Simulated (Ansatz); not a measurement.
# Rb2NbF6: a short molecular-dynamics run

A trajectory of Rb2NbF6, a randomly packed cell with 9 atoms that was not relaxed first: 40 steps of 1 fs at constant energy, with velocities drawn for 100 K.

All numbers below are computed with Ansatz 0.2.0 (DFT PBE, plane waves, PAW, scalar-relativistic, no spin polarisation).

**1. The system as given**

The cell holds 9 atoms (F6NbRb2): a = 4.749 Å, b = 5.592 Å, c = 5.956 Å, α = 90.05°, β = 84.71°, γ = 82.60°.

Coordinates:

```
CELL_PARAMETERS angstrom
4.69329 0.65393 0.31328
-0.09972 5.52063 0.88732
0.29476 -0.94362 5.87389
ATOMIC_POSITIONS crystal
Nb 0.59167 0.02399 0.84345
F 0.36947 0.78082 0.60306
F 0.25643 0.96078 0.15599
F 0.71857 0.63359 0.68555
F 0.14311 0.35519 0.96808
F 0.61309 0.02229 0.24851
F 0.05640 0.69748 0.29748
Rb 0.09619 0.25281 0.52335
Rb 0.60076 0.53131 0.13344
```

**2. Dynamics**

File input.yaml:

```yaml
crystal:
  lattice:
    - [4.693291, 0.65393, 0.313276]
    - [-0.099719, 5.52063, 0.887317]
    - [0.294759, -0.943618, 5.873887]
  atoms:
    - { symbol: Nb, position: [0.591668, 0.023995, 0.843452] }
    - { symbol: F, position: [0.36947, 0.780815, 0.603057] }
    - { symbol: F, position: [0.256427, 0.96078, 0.155985] }
    - { symbol: F, position: [0.718565, 0.633589, 0.685546] }
    - { symbol: F, position: [0.143106, 0.355191, 0.968083] }
    - { symbol: F, position: [0.613089, 0.022287, 0.248508] }
    - { symbol: F, position: [0.0564, 0.697481, 0.297477] }
    - { symbol: Rb, position: [0.096185, 0.252805, 0.523348] }
    - { symbol: Rb, position: [0.600764, 0.531315, 0.133441] }
kpoints:
  mp_grid: { grid: [3, 3, 3] }
magnetization:
  spin_polarized: false
scf:
  occupations: { method: fermi_dirac, width: 0.1 }
hamiltonian:
  pseudopotentials: { kind: paw }
  xc: pbe
basis:
  ecutwfc: 420
md:
  timestep: 1.0
  n_steps: 40
  ensemble: nve
  temperature: 100.0
  initial_velocities: maxwell_boltzmann
  seed: 416911
```

Started as:

```bash
ansatz run input.yaml --threads 2 --pin off --max-ram 2560MiB --backend cpu --events-out ev --progress --plain --runs-dir out
```

**Question.** What will these runs give? Wanted: temperature, first and last step; temperature, second half; potential energy, second half; largest change of the total energy; mean square displacement, second half.

The runs gave:

| quantity | value |
| --- | --- |
| length | 40 steps of 1 fs |
| temperature, first and last step | 100 and 7866 K |
| temperature, second half | mean 7376 K, from 5915 to 8249 K |
| potential energy, second half | -837 meV/atom from the start |
| largest change of the total energy | 1.44 meV/atom |
| mean square displacement, second half | F 0.423, Nb 0.093, Rb 0.004 Å² |

The temperature starts at 100 K and averages 7376 K in the second half, where it ranges from 5915 to 8249 K; the start was no minimum (force components up to 5.0 eV/Å), and the potential energy that it sheds (837 meV/atom) turns into motion. The total energy strays from its start by at most 1.44 meV/atom, 0.3 % of the mean kinetic energy, which is good for a step of 1 fs. Over the second half F atoms stand 0.7 Å (root mean square) from where they began, and the farthest move is 1.1 Å. 40 fs on 9 atoms is far too short and small for converged averages.
